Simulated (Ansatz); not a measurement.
# Zn3C: what a guessed cell relaxes into, part 2 of 2

Where does this trial cell of Zn3C go when cell and atoms are let free?

Ansatz 0.2.0; DFT PBE, scalar-relativistic, plane waves, PAW. Earlier steps stand in the parts before.

**6. Final relaxation**

The end of the coarse run is made exact in the group found at a tolerance of 0.06 Å and reduced to its primitive cell.

input.yaml reads:

```yaml
crystal:
  lattice:
    - [-2.4411040656, 2.4411040656, 2.4411040656]
    - [2.4411040656, -2.4411040656, 2.4411040656]
    - [2.4411040656, 2.4411040656, -2.4411040656]
  atoms:
    - { symbol: Zn, position: [0.0, 0.5, 0.5] }
    - { symbol: Zn, position: [0.5, 0.0, 0.5] }
    - { symbol: Zn, position: [0.5, 0.5, 0.0] }
    - { symbol: C, position: [0.0, 0.0, 0.0] }
basis:
  ecutwfc: 420
kpoints:
  mp_grid: { grid: [14, 14, 14] }
hamiltonian:
  xc: pbe
scf:
  occupations: { method: gaussian, width: 0.1 }
output:
  forces: true
  stress: true
  eigenvalues: true
relax:
  adjacent_minimum: "off"
  f_tol: 0.01
  max_steps: 80
  cell: { stress_tol: 0.05 }
```

On the command line:

```sh
$ ansatz run input.yaml --threads 1 --pin off --max-ram 2560MiB --backend cpu --events-out ev --progress --plain --runs-dir out
```

Standard output (excerpt; [...] marks lines left out):

```text
Warning: RAYON_NUM_THREADS=1 ignored (pool sized by the plan → 1); use --threads N
[...]
Pseudopotentials: kind: paw
Pseudopotential: Zn, paw, valence charge 12, recommended cutoff 420 eV (normal), Zn.paw.azcp
Pseudopotential: C, paw, valence charge 4, recommended cutoff 420 eV (normal), C.paw.azcp
Functional definition: PBE
[...]
Crystal: 4 atoms, lattice volume = 58.186 Å³
Basis set: ecut = 420 eV, 1157 PW (Γ), exchange–correlation on 60×60×60 points (8 copies of the dense FFT grid, shifted against one another)
Bands: 24, of which v1, the nominal top of the filled ones, is band 20 counted from 1 (19 counted from 0)
Symmetry: 48 space group operations
Space group: Im-3m (ITA 229), of the structure as read, at distance tolerance 3.9e-5 Å
k-points: 104 of 2744
[...]
SCF iter   1: F=—  HF=-10203.272244 eV  |F-HF|=—  |Δ(HF+E_count)|=         —  Δρ=2.78e-3  dr2=6.92e-3  ethr=1.77e-3  ⟨swp⟩=5.4  Hψ=10369  notcnv=0
[...]
--- Stress (GPa, compression-positive) ---
        0.040588      -0.000000      -0.000000
        0.000000       0.040588      -0.000000
       -0.000000       0.000000       0.040588
  P = ⅓ Tr σ = 0.0406 GPa (0.406 kbar)
--- Band table (eV; the first three rows and the last of 104) ---
[... band rows left out ...]
[...]
--- Relaxed structure (2 steps of the walk, 2 accepted, 1 SCFs on fresh bases) ---
  F+E_penalty+E_count = -10203.27229245 eV   max|allowed force component| = 1.341e-29 eV/Å   (the final SCF, on the basis selected at the relaxed cell)
  cell:  # Å, volume = 58.2327 Å³
    - [-2.4417565435037893, 2.4417565435037893, 2.4417565435037893]
    - [2.4417565435037893, -2.4417565435037893, 2.4417565435037893]
    - [2.4417565435037893, 2.4417565435037893, -2.4417565435037893]
  atoms:
    - { symbol: Zn, position: [-8.286348355445586e-36, 0.5, 0.5] }
    - { symbol: Zn, position: [0.5, -7.223131332584313e-39, 0.5] }
    - { symbol: Zn, position: [0.5, 0.5, -8.386669623953701e-36] }
    - { symbol: C, position: [1.4044977591136194e-39, 3.772079695905142e-38, 3.591501412590534e-38] }
```

Wall time 25 s (1 thread of Arm Neoverse V1, shared host); peak memory 0.41 GiB.

Step by step:

| step | E - E(step 1) (eV/cell) | largest force component (eV/Å) | pressure (GPa) | volume (Å³) |
| --- | --- | --- | --- | --- |
| 1 | 0.0000 | 0.0000 | 0.10 | 58.19 |
| 2 | 0.0000 | 0.0000 | 0.04 | 58.23 |
| 3 | 0.0000 | 0.0000 | 0.04 | 58.23 |

Step 1 is the start. Step 3 repeats the geometry before it on a plane-wave basis chosen anew for that cell, so its energy need not be comparable with the rows above.

Lengths and angles in the start's conventional setting:

|  | before | after | change |
| --- | --- | --- | --- |
| a (Å) | 4.882 | 4.884 | 0.0 % |
| b (Å) | 4.882 | 4.884 | 0.0 % |
| c (Å) | 4.882 | 4.884 | 0.0 % |
| volume (Å³/atom) | 14.55 | 14.56 | +0.1 % |
| shortest distance (Å) | 2.441 | 2.442 | 0.0 % |
| space group (0.01 Å) | Im-3m | Im-3m | same |

Forces and stress were held to the start's 48 operations: a distortion of lower symmetry was not tested.

**7. Changed: accuracy high**

input.yaml reads:

```yaml
crystal:
  lattice:
    - [-2.4417565435, 2.4417565435, 2.4417565435]
    - [2.4417565435, -2.4417565435, 2.4417565435]
    - [2.4417565435, 2.4417565435, -2.4417565435]
  atoms:
    - { symbol: Zn, position: [0.0, 0.5, 0.5] }
    - { symbol: Zn, position: [0.5, 0.0, 0.5] }
    - { symbol: Zn, position: [0.5, 0.5, 0.0] }
    - { symbol: C, position: [0.0, 0.0, 0.0] }
basis:
  ecutwfc: 420
kpoints:
  mp_grid: { grid: [14, 14, 14] }
hamiltonian:
  xc: pbe
scf:
  occupations: { method: gaussian, width: 0.1 }
output:
  forces: true
  eigenvalues: true
  stress: true
accuracy: high
```

On the command line:

```sh
$ ansatz run input.yaml --threads 1 --pin off --max-ram 2560MiB --backend cpu --events-out ev --progress --plain --runs-dir out
```

Standard output (excerpt; [...] marks lines left out):

```text
Warning: RAYON_NUM_THREADS=1 ignored (pool sized by the plan → 1); use --threads N
[...]
Pseudopotentials: kind: paw
Pseudopotential: Zn, paw, valence charge 12, recommended cutoff 420 eV (normal), Zn.paw.azcp
Pseudopotential: C, paw, valence charge 4, recommended cutoff 420 eV (normal), C.paw.azcp
Functional definition: PBE
[...]
Crystal: 4 atoms, lattice volume = 58.233 Å³
Basis set: ecut = 420 eV, 1157 PW (Γ), exchange–correlation on 72×72×72 points (8 copies of the dense FFT grid, shifted against one another)
Bands: 24, of which v1, the nominal top of the filled ones, is band 20 counted from 1 (19 counted from 0)
Symmetry: 48 space group operations
Space group: Im-3m (ITA 229), of the structure as read, at distance tolerance 3.9e-5 Å
k-points: 104 of 2744
[...]
SCF iter   1: F=—  HF=-10203.272299 eV  |F-HF|=—  |Δ(HF+E_count)|=         —  Δρ=2.78e-3  dr2=6.96e-3  ethr=1.77e-3  ⟨swp⟩=5.4  Hψ=10361  notcnv=0
[...]
SCF iter  10: F=-10203.272292 eV  HF=-10203.272292 eV  |F-HF|=0.00e0  |Δ(HF+E_count)|=  1.82e-12  Δρ=4.97e-8  dr2=9.91e-13  ethr=1.00e-12  ⟨swp⟩=4.0  Hψ=8737  notcnv=0
[...]
SCF converged after 10 iterations
Free energy (F): -10203.272292 eV
[...]
E sigma→0 (E₀):  -10203.269476 eV
Entropy (-TS):   -0.005634 eV (-1.408 meV/atom)
Fermi energy:    9.153595 eV
[...]
--- Forces (eV/Å), atoms counted from 1 ---
  atom   1  Zn     0.00000000    -0.00000000    -0.00000000
  atom   2  Zn     0.00000000    -0.00000000    -0.00000000
  atom   3  Zn     0.00000000    -0.00000000     0.00000000
  atom   4  C     -0.00000000     0.00000000     0.00000000
[...]
--- Stress (GPa, compression-positive) ---
        0.040586      -0.000000       0.000000
       -0.000000       0.040586      -0.000000
        0.000000      -0.000000       0.040586
  P = ⅓ Tr σ = 0.0406 GPa (0.406 kbar)
--- Band table (eV; the first three rows and the last of 104) ---
[... band rows left out ...]
[...]
```

Run time: 10 s. Hardware: 1 thread of Arm Neoverse V1, shared host; peak memory 0.41 GiB.

```tsv
run	ending	energy change	pressure (GPa)	gap (eV)	force (eV/Å)	cycles	time
step 6	converged	0	0.0	0.00	0.00	-	25 s
variant	converged	0.0 meV/atom	0.0	0.00	0.00	10	10 s
```

The changed input (accuracy level) leaves the energy the same to the digits printed.

**8. Summary of results**

What follows sums up all 2 parts. Changes of volume or cell count from the first structure of part 1.

| quantity | value |
| --- | --- |
| symmetry at the end (tolerance 0.05 Å) | space group Im-3m (No. 229) |
| conventional cell | a = 4.884 Å, b = 4.884 Å, c = 4.884 Å, α = 90.00°, β = 90.00°, γ = 90.00° |
| volume | 14.56 Å³/atom |
| energy over the elements | +1.19 eV/atom |
| gap on the mesh | none (metal) |

In words: The space group Im-3m (No. 229) is kept, and the volume per atom shrinks by 3.7 % from the first guess. The formation energy is positive, so the separate elements lie lower. No finished test with a distortion of lower symmetry is shown, so the end may be a saddle point. Other magnetic orders were not searched.
